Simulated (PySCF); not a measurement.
# C2H8BrGeSi: the cost of one run

Computed with PySCF 2.14.0 and routines of our own; the level stands in each step. Atoms count from 0.

### 1 The starting structure

13 atoms, charge 0, multiplicity 2; geometry from: GFN2-xTB.

### 2 Open-shell or spin-flip excitations: unrestricted TDA B3LYP/def2-SVPD

What the job is given:

```
{"job": {"kind": "uabs", "xc": "B3LYP", "basis": "def2-SVPD", "nstates": 10, "tda": true}, "charge": 0, "multiplicity": 2}
Si     1.439365    -0.481257     0.656897
C      0.009916    -0.207804    -0.570463
Ge    -0.345712     1.791814    -0.816151
C     -1.268098    -0.822075    -0.088007
Br    -2.793443    -0.224926    -1.183628
H      1.573622    -1.928468     0.864940
H      1.104074     0.165979     1.926178
H      2.657190     0.065054     0.065753
H      0.279943    -0.633061    -1.541014
H     -0.930302     2.194680     0.585903
H      1.059861     2.496870    -0.701229
H     -1.514014    -0.505296     0.925050
H     -1.276790    -1.911023    -0.141955
```

With the program's defaults for keys left out, this is: unrestricted TDA B3LYP/def2-SVPD, vertical, gas phase, core orbitals frozen in the response.

On the command line:

```bash
$ OMP_NUM_THREADS=1 python excited_run.py task.json out
```

The driver reads the jobs from task.json and runs them one after another.

Q: Estimate the wall time and peak memory of this first job on 1 thread of Arm Neoverse N1, shared host.

About 1.8 min, with a peak of 0.75 GiB.
